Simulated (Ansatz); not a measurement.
# Zn (diamond type): a single-point run

Wanted: a converged single-point run for Zn (diamond type), and a check of what comes out. The structure is shown as the input types it.

Method: DFT, r2SCAN, PAW with Ansatz's default frozen-core files, scalar-relativistic, in Ansatz 0.2.0.

2 further runs of the same task are left out: 2 that didn't finish.

## Step 1: The structure to begin with

The structure is cubic, space group Fd-3m (No. 227). The conventional cell has a = 5.331 Å, b = 5.331 Å, c = 5.331 Å, α = 90.00°, β = 90.00°, γ = 90.00°. Around Zn (site symmetry -43m) lie 4 Zn at 2.31 Å.

Coordinates:

```cif
data_structure
_symmetry_space_group_name_H-M 'Fd-3m:1'
_symmetry_Int_Tables_number 227
_cell_length_a 5.3314
_cell_length_b 5.3314
_cell_length_c 5.3314
_cell_angle_alpha 90.000
_cell_angle_beta 90.000
_cell_angle_gamma 90.000
_cell_volume 151.54
loop_
_atom_site_label
_atom_site_type_symbol
_atom_site_symmetry_multiplicity
_atom_site_Wyckoff_symbol
_atom_site_fract_x
_atom_site_fract_y
_atom_site_fract_z
_atom_site_occupancy
Zn1 Zn 8 b 0.00000 0.50000 0.00000 1
```

## Step 2: Input and run

input.yaml

```yaml
crystal:
  lattice:
    - [0.0, 2.66570712, 2.66570712]
    - [2.66570712, 0.0, 2.66570712]
    - [2.66570712, 2.66570712, 0.0]
  atoms:
    - { symbol: Zn, position: [-0.125, -0.125, -0.125] }
    - { symbol: Zn, position: [0.125, 0.125, 0.125] }
kpoints:
  mp_grid: { grid: [10, 10, 10] }
scf:
  occupations: { method: fermi_dirac, width: 0.05 }
  max_iter: 80
hamiltonian:
  xc: r2scan
  pseudopotentials: { kind: paw }
output:
  forces: true
  stress: true
  eigenvalues: true
  efg: { contact_densities: true }
  populations: true
basis:
  ecutwfc: "120 eV"
```

Command:

```
> ansatz run input.yaml --threads 1 --pin off --max-ram 2048MiB --backend cpu --events-out ev --progress --plain --runs-dir out
```

**Question.** How will this run end, and is anything wrong with its input?

The run converged and reported no error, with warnings (cutoff below recommended). It gives a pressure of -20 GPa, which is large.

In the input, basis.ecutwfc is 120 eV. The cutoff lies far under what these potentials need. The potentials' recommended cutoff is 500 eV.

Run again and compare: delete basis.ecutwfc (the default then holds).
